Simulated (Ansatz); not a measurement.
# Zn (Pm-3m) in Ansatz: a series of runs, part 2 of 2

Ansatz 0.2.0.

### Step 4. Relaxation of cell and atoms, LDA, target pressure 20 GPa, at which the enthalpy is minimised

input.yaml reads:

```yaml
crystal:
  lattice:
    - [3.77113, 0.0, 0.0]
    - [0.0, 3.77113, 0.0]
    - [0.0, 0.0, 3.77113]
  atoms:
    - { symbol: Zn, position: [0.0, 0.5, 0.5] }
    - { symbol: Zn, position: [0.5, 0.0, 0.5] }
    - { symbol: Zn, position: [0.5, 0.5, 0.0] }
hamiltonian:
  xc: lda
  pseudopotentials: { kind: paw }
kpoints:
  mp_grid: { grid: [7, 7, 7] }
scf:
  occupations: { method: fermi_dirac, width: 0.05 }
output:
  forces: true
  stress: true
  eigenvalues: true
relax:
  f_tol: 0.01
  max_steps: 40
  cell: { stress_tol: 0.05, p_target: 20.0 }
```

Potentials or basis: Ansatz PAW.

Command:

```bash
$ ansatz run input.yaml --threads 2 --pin off --max-ram 5632MiB --backend cpu --events-out ev --progress --plain --runs-dir out
```

Log:

```text
Warning: RAYON_NUM_THREADS=2 ignored (pool sized by the plan → 2); use --threads N
Engine: ansatz 0.2.0, x86_64-unknown-linux-gnu
Pseudopotentials: kind: paw
Pseudopotential: Zn, paw, valence charge 12, recommended cutoff 420 eV (normal), Zn.paw.azcp
Functional definition: SPW92
  exchange = slater_x
  correlation = pw_c
Crystal: 3 atoms, lattice volume = 53.631 Å³
Basis set: ecut = 420 eV, 1021 PW (Γ)
Bands: 22, of which v1, the nominal top of the filled ones, is band 18 counted from 1 (17 counted from 0)
Symmetry: 48 space group operations
Space group: Pm-3m (ITA 221), of the structure as read, at distance tolerance 3.8e-5 Å
k-points: 20 of 343
Non-local potential: Zn, projectors of the file, l = 0: 2, l = 1: 2, l = 2: 3, l = 3: 1
PAW form: soft (Blöchl's): semilocal exchange-correlation on the pseudo side does not see the compensation charge
PAW frozen core: Zn, regenerated for the run's functional, and the local potential with it (the file was generated under x = pbe(κ = 0.804, μ = 0.2195149727645171), c = pbe(β = 0.06672455060314922))
PAW one-centre angular grid: Zn, 590 points (default); XC on 64 Gauss nodes
Initial density: superposition of atomic densities (neutral atoms: chi_scale 0, normalization atom), corrected by the library's trained network
Initial wavefunctions: pseudopotential atomic-orbital guess
Functional: x = slater, c = lda
SCF iter   1: F=—  HF=-9738.054311 eV  |F-HF|=—  |Δ(HF+E_count)|=         —  Δρ=4.12e-3  dr2=3.72e-3  ethr=1.77e-3  ⟨swp⟩=5.8  Hψ=1890  notcnv=0
preconditioner: auto → LDOS  [metal: Δε(μ)=0.093 eV  Ē_g=10.454 eV  σ=0.050 eV  W_gap=0.43  n_scr=18 (ndim 8)  ℏωp=30.4 eV  f_vac=0.022  D(μ)=1.08/eV (n_scr^D=6)  β→1.0]
SCF iter   2: F=—  HF=-9738.058267 eV  |F-HF|=—  |Δ(HF+E_count)|=   3.96e-3  Δρ=4.82e-3  dr2=6.81e-3  ethr=1.03e-5  ⟨swp⟩=2.0  Hψ=1038  notcnv=0  defer=2
SCF iter   3: F=—  HF=-9738.054504 eV  |F-HF|=—  |Δ(HF+E_count)|=   3.76e-3  Δρ=1.85e-3  dr2=9.53e-4  ethr=1.03e-5  ⟨swp⟩=2.0  Hψ=876  notcnv=0  defer=2
SCF iter   4: F=—  HF=-9738.054114 eV  |F-HF|=—  |Δ(HF+E_count)|=   3.90e-4  Δρ=3.32e-4  dr2=3.04e-5  ethr=2.65e-6  ⟨swp⟩=2.0  Hψ=748  notcnv=0  defer=2
SCF iter   5: F=—  HF=-9738.054099 eV  |F-HF|=—  |Δ(HF+E_count)|=   1.44e-5  Δρ=2.72e-5  dr2=2.04e-7  ethr=8.45e-8  ⟨swp⟩=2.0  Hψ=753  notcnv=0  defer=2
SCF iter   6: F=-9738.054099 eV  HF=-9738.054099 eV  |F-HF|=1.21e-9  |Δ(HF+E_count)|=   6.33e-8  Δρ=2.10e-6  dr2=1.13e-9  ethr=2.78e-10  ⟨swp⟩=6.0  Hψ=2161  notcnv=0
SCF 1 converged in 6 iterations: F = -9738.054099 eV  dr2 = 1.13e-9
[... 62 lines left out ...]
SCF converged after 7 iterations
Free energy (F): -9737.839715 eV
Harris-Foulkes:  -9737.839715 eV  (|F-HF|=1.82e-12)
Internal energy: -9737.834299 eV  (E = F + TS)
E sigma→0 (E₀):  -9737.837007 eV
Entropy (-TS):   -0.005416 eV (-1.805 meV/atom)
Fermi energy:    12.505054 eV
--- Per-component energies (eV) ---
  E_band       = 178.753381
  E_kinetic    = 402.774847
  E_local      = -4615.506617  (includes V_loc(G=0)·N_el)
  E_nonlocal   = 1833.944581
  E_hartree    = 1946.176773
  E_xc         = -414.594073
  E_vxc        = -170.309531  (∫ρ·V_xc dr)
  E_paw        = -5251.339429  (= ΣΔE_a)
  E_vpaw       = -1164.502694  (= ΣTr[D̂ρ^β])
  E_aug_tail   = -0.000864  (compensation charges beyond the density's cutoff)
  E_ewald      = -3643.960942
  E_core_change = 4.671424  (= ΣΔE_core)
  E_smearing   = -0.005416  (= −TS)
  E_closure    = -0.000000  (closes the sum)
  Σ components = -9737.839715   (vs F -9737.839715, Δ=0.00e0)
--- Forces (eV/Å), atoms counted from 1 ---
  atom   1  Zn     0.00000000    -0.00000000    -0.00000000
  atom   2  Zn     0.00000000    -0.00000000     0.00000000
  atom   3  Zn     0.00000000     0.00000000     0.00000000
  max |Σ_I F_I| component: 1.58e-29 eV/Å
--- Stress (GPa, compression-positive) ---
       19.997330       0.000000      -0.000000
        0.000000      19.997330      -0.000000
       -0.000000      -0.000000      19.997330
  P = ⅓ Tr σ = 19.9973 GPa (199.973 kbar)
--- Band table (eV; the first three rows and the last of 20) ---
  k-point 0: bands = ["0.6853", "2.9934", "3.2407", "3.2407", "3.2407", "3.6078", "3.6078", "4.8108", "4.8108", "4.8108", "5.1073", "5.1073", "5.4880", "5.5755", "5.5755", "5.5755", "13.0414", "13.0414", "13.0414", "17.3121", "17.3121", "19.1361"]
  k-point 1: bands = ["0.9277", "3.1011", "3.2659", "3.3122", "3.3122", "3.6285", "3.7006", "4.7844", "4.7889", "4.7889", "5.0353", "5.1087", "5.4036", "5.4036", "5.4282", "5.5756", "11.1935", "13.4479", "13.4479", "17.4668", "18.4087", "20.4837"]
  k-point 2: bands = ["1.5787", "3.3260", "3.3709", "3.5233", "3.5233", "3.7483", "3.9438", "4.6868", "4.6868", "4.7216", "4.8561", "5.0432", "5.0432", "5.1033", "5.2685", "5.5758", "8.5005", "14.5287", "14.5287", "17.9512", "19.0975", "21.5675"]
  k-point 19: bands = ["3.0205", "3.1299", "3.1299", "3.4906", "4.0822", "4.0822", "4.1556", "4.5823", "4.7475", "4.7475", "4.9980", "4.9980", "5.3406", "5.3406", "5.4681", "7.8748", "10.3018", "11.0498", "11.0498", "13.4027", "13.4027", "14.4186"]
--- Relaxed structure (5 steps of the walk, 5 accepted, 1 SCFs on fresh bases) ---
  F+E_penalty+E_count = -9737.83971500 eV   max|allowed force component| = 8.415e-30 eV/Å   (the final SCF, on the basis selected at the relaxed cell)
  cell:  # Å, volume = 39.8692 Å³
    - [3.416220354023027, -1.2839532962581584e-34, -2.5679065925163142e-33]
    - [3.8518598887744696e-34, 3.4162203540230265, 0.0]
    - [-1.0271626370065257e-33, 0.0, 3.4162203540230265]
  atoms:
    - { symbol: Zn, position: [1.3618764627664828e-33, 0.5000000000000001, 0.5000000000000001] }
    - { symbol: Zn, position: [0.5, -5.2205264406050825e-34, 0.5000000000000001] }
    - { symbol: Zn, position: [0.5, 0.5000000000000001, -9.079176418442231e-35] }
```

Wall time 3.1 s (2 threads of Intel Xeon 6975P-C (Granite Rapids), shared host); peak memory 0.35 GiB.

Results:

| Quantity | Value |
| --- | --- |
| Free energy | -9737.8397 eV |
| Relaxed volume | 13.29 Å³/atom |
| Relaxed cell | a = 3.416 Å, b = 3.416 Å, c = 3.416 Å, α = 90.00°, β = 90.00°, γ = 90.00° |
| Space group after relaxing (to 0.05 Å) | Pm-3m (No. 221) |
| Energy change on relaxing (the enthalpy is what falls) | +71.5 meV/atom |
| Ionic steps | 6 |
| Pressure after relaxing | 20.0 GPa |
| Band gap on the k mesh | none (metal or under the smearing width) |

The path:
```tsv
step	energy change (eV)	largest force (eV/Å)	volume (Å³)
1	0.0000	0.0000	53.63
2	-0.1642	0.0000	46.16
3	0.2691	0.0000	39.42
4	0.1965	0.0000	39.99
5	0.2109	0.0000	39.87
6	0.2144	0.0000	39.87
```

Final structure:
```
Zn
1.0
     3.41622    0.00000    0.00000
     0.00000    3.41622    0.00000
     0.00000    0.00000    3.41622
Zn
3
Direct
  0.00000 0.50000 0.50000
  0.50000 0.00000 0.50000
  0.50000 0.50000 0.00000
```

Caveat: the volume moved by over 15 % at a fixed basis, so the end points are rough; the plane-wave basis is chosen anew once the cell has moved, so the energies of steps on either side of that aren't comparable; the PAW data sets come from PBE, with cores solved anew for the run's functional, which leaves a small shift of forces and pressure.

### Step 5. Relaxation of cell and atoms, LDA, target pressure 30 GPa, at which the enthalpy is minimised

input.yaml: that of step 4 with these lines changed.

```diff
@@ -23,2 +23,2 @@
   max_steps: 40
-  cell: { stress_tol: 0.05, p_target: 20.0 }
+  cell: { stress_tol: 0.05, p_target: 30.0 }
```

Command:

```bash
$ ansatz run input.yaml --threads 2 --pin off --max-ram 5632MiB --backend cpu --events-out ev --progress --plain --runs-dir out
```

Run time: 3.8 s. Hardware: 2 threads of Intel Xeon 6975P-C (Granite Rapids), shared host; peak memory 0.35 GiB.

The run converged. Its results:

| Item | Value |
| --- | --- |
| Free energy | -9737.5249 eV |
| Relaxed volume | 12.61 Å³/atom |
| Relaxed cell | a = 3.357 Å, b = 3.357 Å, c = 3.357 Å, α = 90.00°, β = 90.00°, γ = 90.00° |
| Space group after relaxing (to 0.05 Å) | Pm-3m (No. 221) |
| Energy change on relaxing (the enthalpy is what falls) | +176.4 meV/atom |
| Ionic steps | 6 |
| Pressure after relaxing | 30.0 GPa |
| Band gap on the k mesh | none (metal or under the smearing width) |

Step by step:
| step | energy change (eV) | largest force (eV/Å) | volume (Å³) |
| --- | --- | --- | --- |
| 1 | 0.0000 | 0.0000 | 53.63 |
| 2 | -0.1642 | 0.0000 | 46.16 |
| 3 | 0.2691 | 0.0000 | 39.42 |
| 4 | 0.6364 | 0.0000 | 37.27 |
| 5 | 0.5251 | 0.0000 | 37.83 |
| 6 | 0.5292 | 0.0000 | 37.83 |

Final structure:
```yaml
crystal:
  lattice:
    - [3.35705, 0.00000, 0.00000]
    - [0.00000, 3.35705, 0.00000]
    - [0.00000, 0.00000, 3.35705]
  atoms:
    - { symbol: Zn, position: [0.00000, 0.50000, 0.50000] }
    - { symbol: Zn, position: [0.50000, 0.00000, 0.50000] }
    - { symbol: Zn, position: [0.50000, 0.50000, 0.00000] }
```

Levels at points of the mesh, in eV from the Fermi level:
```
           k point  band 16  band 17  band 18  band 19  band 20  band 21
(0.00, 0.00, 0.00)    -7.01     0.48     0.48     0.48     5.14     5.14
```

Caveat: the volume moved by over 15 % at a fixed basis, so the end points are rough; the plane-wave basis is chosen anew once the cell has moved, so the energies of steps on either side of that aren't comparable; the PAW data sets come from PBE, with cores solved anew for the run's functional, which leaves a small shift of forces and pressure.

### Step 6. Summary

| cell | target pressure (GPa) | gap on the mesh (eV) | pressure (GPa) |
| --- | --- | --- | --- |
| relaxed to 5 GPa | 5 | none | 5.0 |
| relaxed to 10 GPa | 10 | none | 10.0 |
| relaxed to 20 GPa | 20 | none | 20.0 |
| relaxed to 30 GPa | 30 | none | 30.0 |

Alike in all rows: task relaxation of cell and atoms; level LDA; potentials or basis Ansatz PAW; no spin polarisation; k mesh 7 × 7 × 7; cutoff (eV) 420; smearing fermi-dirac 0.05 eV.

Caveats: the volume moved by over 15 % at a fixed basis, so the end points are rough; the plane-wave basis is chosen anew once the cell has moved, so the energies of steps on either side of that aren't comparable; the PAW data sets come from PBE, with cores solved anew for the run's functional, which leaves a small shift of forces and pressure.

Total energies depend on the potentials used, so only differences within one code and one set of settings carry meaning.
